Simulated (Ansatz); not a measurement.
The system is LiFeN.

```
Fe N Li
1.0
     3.10060    0.00000    0.00000
    -1.55030    2.68520    0.00000
     0.00000    0.00000    4.14534
Fe N Li
1 1 1
Cartesian
  0.0000 1.7901 2.0727
  0.0000 0.0000 2.0727
  0.0000 0.0000 0.0000
```

The cell comes from a database or a generator and needn't be the stable form of this composition.

Base run:

| Quantity | Value |
| --- | --- |
| Program | Ansatz 0.2.0 |
| Functional | PBE |
| Potentials or basis | Ansatz PAW |
| Cutoff | 420 eV (not typed: the program's choice for these potentials) |
| k mesh | 8 × 8 × 6 |
| Occupations | fermi-dirac, width 0.05 eV |
| Spin | collinear spin, ferromagnetic start |
| Starting moments | [3.8, 0.0, 0.0] μB |
| Fixed moment | 3.8 μB |

Its results: pressure 24.3 GPa; site moments Fe +2.72; N +0.26; Li +0.02 μB.

Question: The run is repeated on the same cell with these changes: fixed moment from 3.8 μB to 1.5 μB; moments at the start from [3.8, 0.0, 0.0] to [1.5, 0.0, 0.0]. What comes out?

Answer: Pressure 3.5 GPa; site moments Fe +1.22; N +0.02; Li -0.00 μB.

Caveats: the total moment is fixed, so each spin has its own Fermi level; a cell with one magnetic atom can't hold antiferromagnetic order, which such compounds often take; the thresholds are loose for stress.
